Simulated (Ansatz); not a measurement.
## Pt2W in Ansatz: the effect of target pressure

Pt2W:

```
CELL_PARAMETERS angstrom
-1.38637 1.98220 4.15326
1.38637 -1.98220 4.15326
1.38637 1.98220 -4.15326
ATOMIC_POSITIONS crystal
Pt 0.33678 0.33678 0.00000
Pt 0.66322 0.66322 0.00000
W 0.00000 0.00000 0.00000
```

The cell comes from a database or a generator and needn't be the stable form of this composition.

Alike in all runs:

| Quantity | Value |
| --- | --- |
| Program | Ansatz 0.2.0 |
| Task | relaxation of cell and atoms |
| Functional | PBEsol |
| Potentials or basis | Ansatz PAW |
| Cutoff | 420 eV (not typed: the program's choice for these potentials) |
| k mesh | 12 × 12 × 12 |
| Occupations | fermi-dirac, width 0.05 eV |
| Spin | no spin polarisation |

Each run relaxes the cell or the atoms first.

Task: One run gave: relaxed volume 13.86 Å³/atom. Which target pressure did it use?
A. 0 GPa
B. 2 GPa
C. 10 GPa
D. 5 GPa
E. 30 GPa

Result: E.

```csv
target pressure,relaxed volume (Å³/atom)
0 GPa,14.97
2 GPa,14.88
5 GPa,14.75
10 GPa,14.54
20 GPa,14.18
30 GPa,13.86
```

Caveats: the plane-wave basis is chosen anew once the cell has moved, so the energies of steps on either side of that aren't comparable; the PAW data sets come from PBE, with cores solved anew for the run's functional, which leaves a small shift of forces and pressure.
